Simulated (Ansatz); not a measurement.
Born–Oppenheimer molecular dynamics of a periodic cell of 14 atoms, K3ScV2O8 (host K3ScV2O8, host structure P-3m1). It starts from an unrelaxed structure (largest force component 2.68 eV/Å).

Theory: DFT PBEsol, scalar-relativistic, plane waves, PAW in Ansatz 0.2.0. Settings: accuracy low, cutoff 420 eV, k mesh 2x2x1, fermi-dirac smearing 0.05 eV, spin collinear.

| Property | Result |
| --- | --- |
| ensemble | NVT, Nosé–Hoover chain |
| time step | 4 fs |
| steps asked | 130 |
| set temperature | 500 K |
| thermostat | time constant 50 fs, chain length 3 |
| seed | 423534 |

First frame:

```xyz
14
Lattice="5.9506 0.0000 0.0000 -2.9753 5.1534 0.0000 0.0000 0.0000 7.6366" Properties=species:S:1:pos:R:3
K 0.000 3.436 5.166
K 2.975 1.718 2.471
K 0.000 0.000 0.000
Sc 0.000 0.000 3.818
V 0.000 3.436 1.880
V 2.975 1.718 5.756
O 0.000 3.436 0.166
O 2.975 1.718 7.471
O -1.462 4.280 2.522
O 4.437 0.874 5.115
O 0.000 1.748 2.522
O 2.975 3.406 5.115
O 1.462 4.280 2.522
O 1.513 0.874 5.115
```

Question: What does the run give?

Answer: All steps were run.

| Item | Value |
| --- | --- |
| steps done | 130 |
| time covered | 520 fs |
| mean temperature over the second half | 478 K |
| spread of the potential energy over the second half | 9.7 meV per atom |
| mean potential energy of the second half above the start | 6.4 meV per atom |

The conserved energy stayed within 2.6 meV per atom of its start (net change -0.98 meV per atom), so there is no drift, though single steps change it by up to 34 meV in the whole system, a sign of fast motions only just resolved. A run of 0.52 ps of so small a system gives no equilibrium averages. No Hubbard correction was used and the magnetic state wasn't searched. Limits of this set-up: coarse k mesh, low accuracy level.

Question: What happens to the structure?

Answer: Mean squared displacements from the first frame to the last, about the centre of mass: K 0.48 Å², Sc 0.02 Å², V 0.14 Å², O 0.17 Å². Another seed would give other details.

Question: How do temperature and energy run in time?

Answer: 
```
time (fs)  T (K)  potential energy less start (eV)  conserved less start (meV/atom)
      0.0    500                             0.000                             0.00
     16.0    457                             0.069                            -0.49
     32.0    454                             0.089                            -0.51
     48.0    550                            -0.050                            -1.38
     64.0    410                             0.274                             0.03
     80.0    418                             0.399                             0.53
     96.0    861                            -0.157                            -1.41
    112.0    732                             0.247                             0.01
    128.0    684                             0.373                             0.17
    144.0    546                             0.571                             0.37
    160.0    260                             1.052                             2.59
    176.0    510                             0.609                             1.48
    192.0    650                             0.301                            -0.49
    208.0    490                             0.492                             0.12
    224.0    427                             0.443                            -0.76
    240.0    486                             0.165                            -1.43
    256.0    495                            -0.014                            -0.90
    272.0    419                             0.005                            -0.68
    288.0    435                            -0.060                            -0.57
    304.0    388                             0.011                            -0.16
    320.0    360                             0.071                            -0.10
    336.0    442                            -0.032                            -0.51
    352.0    396                             0.111                            -0.09
    368.0    551                            -0.074                            -0.99
    384.0    611                            -0.075                            -0.87
    400.0    505                             0.180                            -0.57
    416.0    622                             0.057                            -0.85
    432.0    684                             0.025                            -0.49
    448.0    632                             0.129                            -0.36
    464.0    610                             0.117                            -0.45
    480.0    447                             0.273                            -0.07
    496.0    262                             0.447                             0.44
    512.0    276                             0.330                            -0.01
```

Time of the run: 22 min on 1 thread of Arm Neoverse V1 (shared host), peak memory 0.67 GiB.
